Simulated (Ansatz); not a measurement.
Input of an Ansatz 0.2.0 run:

The input input.yaml:

```yaml
crystal:
  lattice:
    - [4.348053, 0.0, 0.0]
    - [0.0, 4.348053, 0.0]
    - [0.0, 0.0, 2.76746]
  atoms:
    - { symbol: Mo, position: [0.0, 0.0, 0.0] }
    - { symbol: Mo, position: [0.5, 0.5, 0.0] }
    - { symbol: "N", position: [0.611647, 0.888353, 0.5] }
    - { symbol: "N", position: [0.388353, 0.111647, 0.5] }
    - { symbol: "N", position: [0.111647, 0.611647, 0.5] }
    - { symbol: "N", position: [0.888353, 0.388353, 0.5] }
hamiltonian:
  xc: pbesol
  pseudopotentials: { kind: paw }
  hubbard: { sites: [{ species: Mo, l: d, u_eff: 5.0 }] }
kpoints:
  mp_grid: { grid: [6, 6, 10] }
  band_path:
    path:
      - [[0.0, 0.0, 0.0], [0.0, 0.5, 0.0], [0.5, 0.5, 0.0], [0.0, 0.0, 0.0], [0.0, 0.0, 0.5], [0.0, 0.5, 0.5], [0.5, 0.5, 0.5], [0.0, 0.0, 0.5]]
      - [[0.0, 0.5, 0.0], [0.0, 0.5, 0.5]]
      - [[0.5, 0.5, 0.0], [0.5, 0.5, 0.5]]
    npoints: 14
scf:
  occupations: { method: fermi_dirac, width: 0.05 }
  n_extra_bands: 15
output:
  forces: true
  stress: true
  eigenvalues: true
  fatbands: false
```

Potentials or basis: Ansatz PAW.

Run with:

```console
$ ansatz run input.yaml --threads 2 --pin off --max-ram 5632MiB --backend cpu --events-out ev --progress --plain --runs-dir out
```

Predict the largest force.

0.336 eV/Å.

Predict the pressure.

-9.4 GPa.

What does it give for the band gap on the k mesh?

None (metal or under the smearing width).

Eigenvalues of the final occupation matrices:
| site | spin | trace | eigenvalues |
| --- | --- | --- | --- |
| site 1 | 1 | 2.39 | 0.32 0.37 0.37 0.49 0.84 |
| site 2 | 1 | 2.39 | 0.32 0.37 0.37 0.49 0.84 |

Caveat: the pressure holds a Pulay correction of +0.7 GPa for the finite cutoff; U without spin polarisation on a metal has little footing; the PAW data sets come from PBE, with cores solved anew for the run's functional, which leaves a small shift of forces and pressure.
